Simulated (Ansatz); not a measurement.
# C2H6Cl2Si: the cost of one run

Method: functionals in def2-TZVPP, the program's frozen cores in correlated methods; program: Ansatz 0.2.0, Gaussian basis.

The runs, in order: PBE-D4, r2SCAN-D4, PBE0-D4, B3LYP-D4, ωB97X-V, ωB97M-V, B2PLYP; CCSD(T)/def2-TZVPP; MP2/def2-QZVPP; extrapolation to the limit.

### Step 1. Structure used throughout

The geometry comes from an earlier relaxation with PBE0-D4 in a triple-zeta def2 set; it is a stationary point, not always the lowest conformer.

SMILES `[SiH3]CC(Cl)Cl`, 11 atoms, charge 0, spin multiplicity 1.

Atoms are counted from 1 here; the program's logs count them from 0.

Bond lengths: Si1–C2 1.892 Å, Si1–H6 1.482 Å, Si1–H7 1.487 Å, Si1–H8 1.486 Å, C2–C3 1.505 Å, C2–H9 1.093 Å, C2–H10 1.095 Å, C3–Cl4 1.782 Å, C3–Cl5 1.780 Å, C3–H11 1.088 Å. Angles: C2–Si1–H6 111.9°, C2–Si1–H7 109.2°, C2–Si1–H8 107.9°, H6–Si1–H7 109.6°, H6–Si1–H8 109.2°, H7–Si1–H8 109.0°, Si1–C2–C3 114.2°, Si1–C2–H9 109.5°, Si1–C2–H10 108.3°, C3–C2–H9 109.6°, C3–C2–H10 108.0°, H9–C2–H10 107.1°, C2–C3–Cl4 111.6°, C2–C3–Cl5 111.3°, C2–C3–H11 112.3°, Cl4–C3–Cl5 109.9°, Cl4–C3–H11 105.7°, Cl5–C3–H11 105.8°.

### Step 2. PBE-D4 (GGA)

in.yaml reads:

```yaml
crystal:
  periodic: [false, false, false]
  atoms:
    - {symbol: Si, position_ang: [-0.762559, -0.168158, 1.323738]}
    - {symbol: C, position_ang: [0.613355, -0.337731, 0.036228]}
    - {symbol: C, position_ang: [0.291411, 0.285890, -1.294589]}
    - {symbol: Cl, position_ang: [1.608629, 0.038885, -2.469434]}
    - {symbol: Cl, position_ang: [-0.051090, 2.024268, -1.126837]}
    - {symbol: H, position_ang: [-0.785381, 1.182287, 1.933634]}
    - {symbol: H, position_ang: [-2.073836, -0.446850, 0.679538]}
    - {symbol: H, position_ang: [-0.520035, -1.179596, 2.385685]}
    - {symbol: H, position_ang: [1.536463, 0.096096, 0.430083]}
    - {symbol: H, position_ang: [0.803355, -1.403473, -0.126214]}
    - {symbol: H, position_ang: [-0.594910, -0.148717, -1.751133]}
basis:
  gaussian: {orbitals: def2-TZVPP}
hamiltonian: {xc: pbe, dispersion: d4}
output: {forces: true, orbitals: {seedname: orbitals}}
```

On the command line:

```console
> ansatz run in.yaml --threads 4 --pin off --events-out ev --progress --plain --max-ram 10444MiB
```

Q: Estimate wall time and peak memory on 4 threads of Arm Neoverse V1, shared host.

About 3.1 s, with a peak of 0.42 GiB.
